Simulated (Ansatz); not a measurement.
# InPt3 (Yixunite): the cost of one run

Computed with Ansatz 0.2.0, driven from Python. The levels of theory stand in the script.

**1. Starting point**

Symmetry: Pm-3m, No. 221, cubic system. Conventional cell: a = 3.988 Å, b = 3.988 Å, c = 3.988 Å, α = 90.00°, β = 90.00°, γ = 90.00°. In (site symmetry m-3m) is surrounded by 12 Pt at 2.82 Å. Around Pt (site symmetry 4/mmm) lie 4 In at 2.82 Å and 8 Pt at 2.82 Å.

The script holds or builds the structure itself.

**2. Script**

File inpt3_xc.py:

```python
'''One structure of InPt3 under several functionals.'''

import argparse

import ansatz as az

parser = argparse.ArgumentParser(description='One structure of InPt3 under several functionals.')
parser.add_argument('--ecut', type=float, required=True, help='basis')
parser.add_argument('--filling', required=True, help='how the bands are filled')
parser.add_argument('--k-spacing', type=float, default=0.26, help='k-point sampling')
args = parser.parse_args()


def main() -> None:
    lattice = az.Lattice.of(
        [3.988, 0.0, 0.0],
        [0.0, 3.988, 0.0],
        [0.0, 0.0, 3.988],
    )
    sites = [
        ('In', [0.0, 0.0, 0.0]),
        ('Pt', [0.5, 0.5, 0.0]),
        ('Pt', [0.0, 0.5, 0.5]),
        ('Pt', [0.5, 0.0, 0.5]),
    ]
    cell = az.Crystal(lattice=lattice)
    for symbol, position in sites:
        cell = cell.atom(symbol, position)

    job = (
        cell.calculation()
        .basis(args.ecut)
        .occupations(args.filling)
        .kpoints(spacing=args.k_spacing)
        .stress()
    )

    rows = []
    for value in ['pbesol', 'r2scan', 'lda']:
        report = job.functional(value).run().report
        rows.append((value, report['free_energy_ev'] / len(report['lattice']['sites']), report['n_iterations'], sum(report['stress_gpa'][i][i] for i in range(3)) / 3, report['n_kpoints']))

    print('  functional   F/atom (eV)    iterations       P (GPa)      k-points')
    for row in rows:
        print(f'{str(row[0]):>12s}  {row[1]:12.5f}  {row[2]:12d}  {row[3]:12.3f}  {row[4]:12d}')


if __name__ == '__main__':
    main()
```

**3. What the engine is handed**

The package turns the script's settings into the engine's input (first run):

```yaml
crystal:
  lattice:
    - [3.988, 0.0, 0.0]
    - [0.0, 3.988, 0.0]
    - [0.0, 0.0, 3.988]
  atoms:
    - { symbol: In, position: [0.0, 0.0, 0.0] }
    - { symbol: Pt, position: [0.5, 0.5, 0.0] }
    - { symbol: Pt, position: [0.0, 0.5, 0.5] }
    - { symbol: Pt, position: [0.5, 0.0, 0.5] }
basis:
  ecutwfc: 600.0
kpoints:
  mp_grid:
    kspacing: 0.26
hamiltonian:
  xc: pbesol
scf:
  occupations:
    method: fermi_dirac
output:
  stress: true
```

**4. The run**

On the command line:

```console
> python inpt3_xc.py --ecut 600.0 --filling Fermi-Dirac
```

**Question.** How long does this script take on 1 thread of Arm Neoverse V2, shared host, and how much memory does it need?

About 13 s, with a peak of 0.58 GiB.
